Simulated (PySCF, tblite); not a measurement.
# C2H7GeNSi: dynamics, then NMR shifts on frames, part 2 of 2

tblite 0.8.0 and PySCF 2.14.0. Atoms count from 0. The steps go on from the part before.

### Step 5. NMR shieldings: 625 fs, PBE0/pcSseg-1

What the job is given:

```
{"job": {"kind": "nmr", "xc": "PBE0", "basis": "pcSseg-1", "pop": false}, "charge": 0, "multiplicity": 1}
N      0.641700     2.633000     1.430300
C      0.058700     1.651400     1.383400
C     -0.535600     0.349300     1.235600
Si     0.651500    -0.964100     0.493300
Ge    -2.171100     0.505800     0.042600
H     -0.777400     0.004800     2.207000
H     -0.377500    -2.055900     0.207300
H      1.540400    -1.613700     1.439300
H      1.490400    -0.474600    -0.505600
H     -2.236000    -0.744000    -0.790600
H     -2.227700     1.743000    -0.845500
H     -3.501300     0.577400     0.657700
```

With the program's defaults for keys left out, this is: GIAO PBE0/pcSseg-1 NMR shielding, non-relativistic, gas phase.

The log of the run:

```text
coarse grid: 46616 points
cycle   1  E = -2500.7413727779  dE = -2.936e-01  |g| = 9.358e-01  |ddm| = 3.282e+00
cycle   2  E = -2500.5809139685  dE =  1.605e-01  |g| = 1.234e+00  |ddm| = 1.430e+00
cycle   3  E = -2500.7913091481  dE = -2.104e-01  |g| = 4.057e-01  |ddm| = 1.138e+00
cycle   4  E = -2500.8251662074  dE = -3.386e-02  |g| = 7.390e-02  |ddm| = 2.891e-01
cycle   5  E = -2500.8259557995  dE = -7.896e-04  |g| = 9.626e-03  |ddm| = 5.809e-02
cycle   6  E = -2500.8259749887  dE = -1.919e-05  |g| = 3.592e-03  |ddm| = 1.136e-02
cycle   7  E = -2500.8259779824  dE = -2.994e-06  |g| = 8.203e-04  |ddm| = 3.465e-03
final grid: 95976 points
cycle   8  E = -2500.8259737587  dE =  6.863e-08  |g| = 1.100e-03  |ddm| = 2.098e-03
cycle   9  E = -2500.8259732860  dE =  4.727e-07  |g| = 1.887e-03  |ddm| = 2.044e-03
cycle  10  E = -2500.8259739793  dE = -6.933e-07  |g| = 3.855e-04  |ddm| = 1.361e-03
cycle  11  E = -2500.8259740129  dE = -3.358e-08  |g| = 2.819e-05  |ddm| = 2.996e-04
cycle  12  E = -2500.8259740131  dE = -2.028e-10  |g| = 5.676e-06  |ddm| = 3.453e-05
converged SCF energy = -2500.8259740131

GIAO shielding tensors (ppm)
atom      isotropic    diamagn.    paramagn.     s11        s22        s33       span
  0 N      -24.710     340.237    -364.946   -196.408   -179.553    301.831    498.239
  1 C       63.683     260.368    -196.685    -55.363    -48.482    294.893    350.256
  2 C      199.457     256.906     -57.449    188.682    190.464    219.224     30.542
  3 Si     400.529     879.819    -479.290    348.699    375.708    477.180    128.481
  4 Ge    1514.482    2754.315   -1239.834   1377.315   1437.078   1729.052    351.736
  5 H       31.137      29.920       1.217     26.948     27.586     38.878     11.931
  6 H       26.788      29.009      -2.221     22.366     26.518     31.479      9.113
  7 H       27.441      29.191      -1.750     23.910     25.171     33.242      9.332
  8 H       28.121      30.661      -2.540     24.637     26.379     33.348      8.712
  9 H       27.715      29.191      -1.476     20.472     24.200     38.472     18.000
 10 H       27.075      28.223      -1.148     20.744     22.493     37.988     17.244
 11 H       27.812      28.555      -0.742     21.063     22.090     40.284     19.220
```

It took 13 s on 1 thread of Arm Neoverse V2, shared host; peak memory 0.84 GiB.

This run: δ C1 123.2, C2 -12.5, N0 292.4, Si3 -51.4, H6 4.93, H10 4.64 ppm.

### Step 6. Shielding tensors: 800 fs, PBE0/pcSseg-1

What the job is given:

```
{"job": {"kind": "nmr", "xc": "PBE0", "basis": "pcSseg-1", "pop": false}, "charge": 0, "multiplicity": 1}
N      0.562500     2.718800     1.644700
C      0.147100     1.738600     1.238200
C     -0.418800     0.409400     1.025700
Si     0.884500    -0.752200     0.319000
Ge    -2.049500     0.501800    -0.065300
H     -0.625200     0.169600     2.023700
H      0.208400    -1.573100    -0.661200
H      1.415800    -1.695700     1.403100
H      2.042200     0.069900    -0.285400
H     -2.343700    -0.911500    -0.346900
H     -2.310500     1.205400    -1.383500
H     -3.045600     0.896900     1.012000
```

With the program's defaults for keys left out, this is: GIAO PBE0/pcSseg-1 NMR shielding, non-relativistic, gas phase.

The log of the run:

```text
coarse grid: 46616 points
cycle   1  E = -2500.7374633555  dE = -2.767e-01  |g| = 9.404e-01  |ddm| = 3.282e+00
cycle   2  E = -2500.5819202092  dE =  1.555e-01  |g| = 1.232e+00  |ddm| = 1.368e+00
cycle   3  E = -2500.7892866292  dE = -2.074e-01  |g| = 4.012e-01  |ddm| = 1.070e+00
cycle   4  E = -2500.8223498109  dE = -3.306e-02  |g| = 7.415e-02  |ddm| = 2.785e-01
cycle   5  E = -2500.8231589986  dE = -8.092e-04  |g| = 9.686e-03  |ddm| = 5.835e-02
cycle   6  E = -2500.8231789321  dE = -1.993e-05  |g| = 3.392e-03  |ddm| = 1.149e-02
cycle   7  E = -2500.8231814964  dE = -2.564e-06  |g| = 8.704e-04  |ddm| = 3.527e-03
final grid: 95976 points
cycle   8  E = -2500.8232087444  dE =  8.140e-08  |g| = 1.144e-03  |ddm| = 2.005e-03
cycle   9  E = -2500.8232083493  dE =  3.951e-07  |g| = 1.809e-03  |ddm| = 2.067e-03
cycle  10  E = -2500.8232089966  dE = -6.473e-07  |g| = 3.864e-04  |ddm| = 1.281e-03
cycle  11  E = -2500.8232090304  dE = -3.380e-08  |g| = 3.027e-05  |ddm| = 2.866e-04
cycle  12  E = -2500.8232090306  dE = -2.310e-10  |g| = 5.288e-06  |ddm| = 3.539e-05
converged SCF energy = -2500.8232090306

GIAO shielding tensors (ppm)
atom      isotropic    diamagn.    paramagn.     s11        s22        s33       span
  0 N      -26.725     339.649    -366.374   -203.661   -179.861    303.348    507.010
  1 C       63.521     258.467    -194.946    -56.887    -46.093    293.544    350.430
  2 C      200.497     257.472     -56.975    191.211    196.881    213.401     22.190
  3 Si     399.498     879.264    -479.765    356.680    386.699    455.116     98.437
  4 Ge    1551.973    2753.390   -1201.417   1445.161   1522.082   1688.675    243.514
  5 H       30.970      31.696      -0.726     26.443     28.000     38.467     12.024
  6 H       27.765      29.927      -2.162     23.197     27.778     32.319      9.122
  7 H       26.371      27.841      -1.470     23.052     24.291     31.770      8.717
  8 H       26.203      27.898      -1.695     22.957     24.737     30.916      7.960
  9 H       28.619      29.268      -0.649     21.157     24.187     40.513     19.356
 10 H       27.010      27.098      -0.089     21.114     21.781     38.135     17.022
 11 H       27.291      27.414      -0.123     19.989     23.031     38.853     18.863
```

It took 13 s on 1 thread of Arm Neoverse V2, shared host; peak memory 0.74 GiB.

In short: δ C1 123.4, C2 -13.6, N0 294.5, Si3 -50.3, H8 5.51, H7 5.35 ppm.

### Step 7. Nuclear shieldings: 1000 fs, PBE0/pcSseg-1

What the job is given:

```
{"job": {"kind": "nmr", "xc": "PBE0", "basis": "pcSseg-1", "pop": false}, "charge": 0, "multiplicity": 1}
N      0.123100     2.440800     2.232200
C     -0.091500     1.344200     1.878800
C     -0.285000     0.043500     1.238900
Si     1.251600    -0.677600     0.226200
Ge    -2.020400     0.203600     0.295000
H     -0.371500    -0.618900     2.118200
H      1.940400    -1.548900     1.155500
H      2.107400     0.209900    -0.511100
H      0.571100    -1.432900    -0.867800
H     -2.811700    -1.056600     0.303100
H     -1.685700     0.549200    -1.085400
H     -2.743000     1.340400     1.177200
```

Level: GIAO PBE0/pcSseg-1 NMR shielding, non-relativistic, gas phase.

The log of the run:

```text
coarse grid: 46616 points
cycle   1  E = -2500.7456040727  dE = -4.315e-01  |g| = 9.305e-01  |ddm| = 3.249e+00
cycle   2  E = -2500.5658013271  dE =  1.798e-01  |g| = 1.260e+00  |ddm| = 1.407e+00
cycle   3  E = -2500.7858097546  dE = -2.200e-01  |g| = 4.531e-01  |ddm| = 1.153e+00
cycle   4  E = -2500.8285752856  dE = -4.277e-02  |g| = 7.150e-02  |ddm| = 3.138e-01
cycle   5  E = -2500.8293069530  dE = -7.317e-04  |g| = 1.063e-02  |ddm| = 5.813e-02
cycle   6  E = -2500.8293314164  dE = -2.446e-05  |g| = 3.894e-03  |ddm| = 1.260e-02
cycle   7  E = -2500.8293348490  dE = -3.433e-06  |g| = 9.440e-04  |ddm| = 3.762e-03
final grid: 95976 points
cycle   8  E = -2500.8293633149  dE =  1.485e-07  |g| = 1.354e-03  |ddm| = 2.410e-03
cycle   9  E = -2500.8293623983  dE =  9.166e-07  |g| = 2.516e-03  |ddm| = 2.629e-03
cycle  10  E = -2500.8293636458  dE = -1.248e-06  |g| = 5.117e-04  |ddm| = 1.788e-03
cycle  11  E = -2500.8293637053  dE = -5.950e-08  |g| = 3.753e-05  |ddm| = 3.941e-04
cycle  12  E = -2500.8293637057  dE = -3.574e-10  |g| = 6.457e-06  |ddm| = 4.500e-05
converged SCF energy = -2500.8293637057

GIAO shielding tensors (ppm)
atom      isotropic    diamagn.    paramagn.     s11        s22        s33       span
  0 N      -43.184     339.282    -382.466   -220.707   -195.424    286.581    507.288
  1 C       54.734     261.012    -206.278    -73.360    -56.619    294.180    367.540
  2 C      193.711     255.336     -61.624    176.851    192.535    211.748     34.896
  3 Si     411.063     879.527    -468.464    369.437    394.836    468.916     99.480
  4 Ge    1497.054    2755.706   -1258.652   1387.115   1474.515   1629.532    242.417
  5 H       30.127      29.571       0.556     26.344     26.861     37.174     10.830
  6 H       27.513      29.088      -1.575     23.339     25.531     33.669     10.331
  7 H       27.625      29.584      -1.959     24.546     25.562     32.767      8.221
  8 H       27.484      29.577      -2.093     23.220     27.211     32.022      8.802
  9 H       27.565      28.924      -1.359     20.995     22.267     39.434     18.439
 10 H       27.969      29.988      -2.019     20.919     23.903     39.086     18.167
 11 H       25.805      26.603      -0.799     19.432     22.744     35.239     15.807
```

It took 12 s on 1 thread of Arm Neoverse V2, shared host; peak memory 0.85 GiB.

This run: δ C1 132.2, C2 -6.8, N0 310.9, Si3 -61.9, H11 5.91, H8 4.23 ppm.

### Step 8. Run by run: NMR shifts

Shifts (ppm) of some atoms, chosen among heavy atoms and hydrogens apart, with basis size and wall time:

```
  frame     C1     C2    H8   H11     N0    Si3   Ge4  functions  time
 250 fs  123.5   -6.8  5.15  4.52  294.5  -62.7  -207        151  17 s
 425 fs  118.7  -10.5  4.77  3.07  288.9  -60.2  -194        151  13 s
 625 fs  123.2  -12.5  3.60  3.90  292.4  -51.4  -184        151  13 s
 800 fs  123.4  -13.6  5.51  4.43  294.5  -50.3  -221        151  13 s
1000 fs  132.2   -6.8  4.23  5.91  310.9  -61.9  -166        151  12 s
```

### Step 9. What came out

The summary covers parts 1 to 2.

| quantity | value |
| --- | --- |
| thermostat | 400 K |
| mean temperature, second half | 402 K |
| mean potential energy above the minimum | 0.56 eV |
| ¹³C shifts against TMS (PBE0/pcSseg-1, 250 fs) | 123.5, -6.8 ppm |
| ¹H shifts against TMS (PBE0/pcSseg-1, 250 fs) | 5.15, 4.52, 4.12, 3.89, 3.52, 3.33, 1.35 ppm |
| ¹⁵N shifts against NH3 (PBE0/pcSseg-1, 250 fs) | 294.5 ppm |
| ²⁹Si shifts against TMS (PBE0/pcSseg-1, 250 fs) | -62.7 ppm |
| ⁷³Ge shifts against GeMe4 (PBE0/pcSseg-1, 250 fs) | -207 ppm |
| surface potential, 1st and 99th percentile | -1.86 V and 1.53 V |
| range of the shift of Ge4 | -221 to -166 ppm |

In words: In the second half the potential energy averages 0.56 eV above the minimum; equipartition over 30 harmonic modes at 400 K would give 0.52 eV. With 12 atoms the temperature swings widely (235 to 635 K). Shifts at one fixed geometry are not the observed spectrum, which averages over the motion. In the first frame run (250 fs): The widest tensor belongs to N0: span 506 ppm, with a paramagnetic part of -367 ppm. At PBE0/pcSseg-1, counted by nearest atom on the grid, the HOMO lies on N0 32 %; C2 24 %, the LUMO on H9, H11 about 13 % each; Ge4 12 %. Across the 5 runs the shift of Ge4 moves most, between -221 (800 fs) and -166 ppm (1000 fs). Spin-orbit coupling is left out, which matters for shieldings and couplings at and beside the heavy atoms.
